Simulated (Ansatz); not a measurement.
Crystal: Cd3Se.

```
CELL_PARAMETERS angstrom
-2.04095 2.04095 6.08708
2.04095 -2.04095 6.08708
2.04095 2.04095 -6.08708
ATOMIC_POSITIONS crystal
Cd 0.50000 0.50000 0.00000
Cd 0.25000 0.75000 0.50000
Cd 0.75000 0.25000 0.50000
Se 0.00000 0.00000 0.00000
```

The cell comes from a database or a generator and needn't be the stable form of this composition.

Program: Ansatz 0.2.0. Alike in all runs: task band structure; no spin polarisation; cell as given; k mesh 9 × 9 × 9; cutoff (eV) 223; smearing fermi-dirac 0.05 eV; basis error allowed 0.002 eV/atom.

**Question.** Order these runs on this cell by their pressure, lowest first.
A. level PBE; potentials or basis all-electron LAPW, scalar-relativistic
B. level LDA; potentials or basis all-electron LAPW, scalar-relativistic
C. level PBEsol; potentials or basis all-electron LAPW, inner shells corrected to Dirac's equation

**Answer.** B (-5.6 GPa), C (-3.7 GPa), A (-0.5 GPa).

Not every run made on this cell is shown here.
